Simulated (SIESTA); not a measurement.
Sn3Te:

```
Te Sn
1.0
     4.86562    0.00000    0.00000
     0.00000    4.86562    0.00000
     0.00000    0.00000    4.86562
Te Sn
1 3
Direct
  0.00000 0.00000 0.00000
  0.00000 0.50000 0.50000
  0.50000 0.00000 0.50000
  0.50000 0.50000 0.00000
```

The cell comes from a database or a generator and needn't be the stable form of this composition.

Base run:

```yaml
Program: SIESTA 5.4.2
Functional: PBE
Potentials_or_basis: PseudoDojo 0.4 standard (PBE files)
Basis: DZP (energy shift 0.003 Ry; two zetas on semicore shells)
Grid_cutoff: 500 Ry
Energy_shift: 0.003 Ry
k_mesh: 6 × 6 × 6
Occupations: fermi-dirac, width 0.05 eV
Spin: no spin polarisation
```

Its results: band gap on the k mesh none (metal or under the smearing width); pressure 1.3 GPa.

Question: The run is repeated on the same cell with these changes: functional from PBE to LDA; potentials or basis from PseudoDojo 0.4 standard (PBE files) to PseudoDojo 0.4 standard (LDA files). What comes out?

Answer: Band gap on the k mesh none (metal or under the smearing width); pressure -2.5 GPa.

Caveats: the basis of atomic orbitals isn't converged, which shifts pressures, moduli and gaps.

Not every run made on this cell is shown here.
